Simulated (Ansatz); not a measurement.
# LaHfO: the cost of one run

Computed with Ansatz 0.2.0 (DFT PBE, scalar-relativistic, plane waves, PAW, unless a step names another level, unless a step's input says otherwise).

2 further runs of the same task are left out: 1 that didn't finish, 1 set aside as unsound or not needed. Runs told in other sessions of the task aren't counted.

### Step 1. The structure to begin with

Symmetry: P4/mmm, No. 123, tetragonal system. The conventional cell has a = 3.720 Å, b = 3.720 Å, c = 4.300 Å, α = 90.00°, β = 90.00°, γ = 90.00°. Around La (site symmetry 4/mmm) lie 4 O at 2.63 Å. Around Hf (site symmetry 4/mmm) lie 2 O at 2.15 Å. O (site symmetry 4/mmm) has 2 Hf at 2.15 Å and 4 La at 2.63 Å in its first shell of neighbours.

Coordinates:

```
La Hf O
1.0
     3.71960    0.00000    0.00000
     0.00000    3.71960    0.00000
     0.00000    0.00000    4.30026
La Hf O
1 1 1
Direct
  0.50000 0.50000 0.50000
  0.00000 0.00000 0.00000
  0.00000 0.00000 0.50000
```

It came out lowest among 19 distinct ends of the trial cells. At a tolerance of 0.05 Å it has space group P4/mmm (No. 123).

### Step 2. A stricter relaxation, on the response runs' mesh and smearing

File input.yaml:

```yaml
crystal:
  lattice:
    - [3.7196000551, 0.0, 0.0]
    - [0.0, 3.7196000551, 0.0]
    - [0.0, 0.0, 4.3002551012]
  atoms:
    - { symbol: La, position: [0.5, 0.5, 0.5] }
    - { symbol: Hf, position: [0.0, 0.0, 0.0] }
    - { symbol: O, position: [0.0, 0.0, 0.5] }
basis:
  ecutwfc: 420
kpoints:
  mp_grid: { grid: [10, 10, 8] }
hamiltonian:
  xc: pbe
scf:
  occupations: { method: gaussian, width: 0.1 }
output:
  forces: true
  stress: true
  eigenvalues: true
relax:
  adjacent_minimum: "off"
  f_tol: 0.001
  max_steps: 60
  cell: { stress_tol: 0.01 }
```

Command:

```sh
$ ansatz run input.yaml --threads 3 --pin off --max-ram 7680MiB --backend cpu --events-out ev --progress --plain --runs-dir out
```

**Question.** How long does this run take on 3 threads of Intel Xeon Platinum 8259CL at 2.50GHz (Skylake/Cascade Lake), shared host, and how much memory does it need?

About 17 s, with a peak of 0.55 GiB.
